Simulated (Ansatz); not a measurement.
# Boron, hcp: r²SCAN0 at the r²SCAN geometry

Aim: see what exact exchange does to the levels, and what it costs. Spin polarisation is left out. The geometry was relaxed under r²SCAN beforehand and is kept. Exact exchange is dear, so the k-mesh is coarse, and r²SCAN is run on the same mesh for comparison.

Program: Ansatz 0.2.0. Level of theory: DFT, plane waves (500 eV) with PBE-made PAW files, scalar-relativistic; functionals as named at each step. These are calculated values, not measurements.

### 1 Starting point

Symmetry: P6_3/mmc, No. 194, hexagonal system. Conventional cell: a = 1.708 Å, b = 1.708 Å, c = 7.766 Å, α = 90.00°, β = 90.00°, γ = 120.00°. Around B (site symmetry -6m2) lie 6 B at 1.71 Å.

Structure file:

```
CELL_PARAMETERS angstrom
1.70793 0.00000 0.00000
-0.85396 1.47911 0.00000
0.00000 0.00000 7.76640
ATOMIC_POSITIONS crystal
B 0.33333 0.66667 0.25000
B 0.66667 0.33333 0.75000
```

### 2 r²SCAN, coarse mesh

The run with r²SCAN.

Contents of input.yaml:

```yaml
crystal:
  lattice:
    - [1.7079294098, 0.0, 0.0]
    - [-0.8539647049, 1.4791102568, 0.0]
    - [0.0, 0.0, 7.7663970644]
  atoms:
    - { symbol: B, position: [0.3333333333, 0.6666666667, 0.25] }
    - { symbol: B, position: [0.6666666667, 0.3333333333, 0.75] }
hamiltonian:
  xc: r2scan
  pseudopotentials:
    kind: paw
    azcp:
      B: "pseudopotentials/B.paw.azcp"
basis:
  ecutwfc: 500
  fft_grid_basis: typed
kpoints:
  mp_grid: { grid: [11, 11, 2], shift: [0, 0, 0] }
magnetization:
  spin_polarized: false
scf:
  occupations: { method: fermi_dirac, width: 0.1 }
```

Started as:

```bash
$ ansatz run input.yaml --threads 4 --pin off --max-ram 8192MiB --backend cpu --events-out ev --progress --plain --runs-dir out
```

### 3 r²SCAN0 on the coarse mesh

The run with r²SCAN0.

input.yaml: that of step 2 with these lines changed.

```diff
@@ -9,3 +9,3 @@
 hamiltonian:
-  xc: r2scan
+  xc: r2scan0
   pseudopotentials:
```

(Steps that only read results are left out.)

**Question.** What will these runs give? Wanted: r²SCAN: gap; r²SCAN0: gap; r²SCAN0: relative to alpha-rhombohedral.

**Answer**, as computed:

| quantity | value |
| --- | --- |
| r²SCAN: gap | none (levels filled in part) |
| r²SCAN0: gap | none (levels filled in part) |
| r²SCAN0: SCF cycles, exchange loops | 13, 2 |
| r²SCAN0: CPU time over that of r²SCAN | 9.6 |
| r²SCAN0: relative to alpha-rhombohedral (B12) | +837 meV/atom |

Neither r²SCAN nor r²SCAN0 shows a clean gap on this mesh. The hybrid took 9.6 times as much CPU time as r²SCAN on the same settings. r²SCAN0 needed 2 outer loops of the exchange operator. To compare with dense-mesh energies, the change of r²SCAN from this mesh and smearing to its dense run (+27.7 meV/atom, from a run not shown) is added. Under r²SCAN0 it lies 837 meV/atom above alpha-rhombohedral (B12) (computed apart in the same way); on such meshes a few tens of meV are uncertain for metals. Absolute energies differ from functional to functional, by eV per atom at times, and say nothing by themselves.
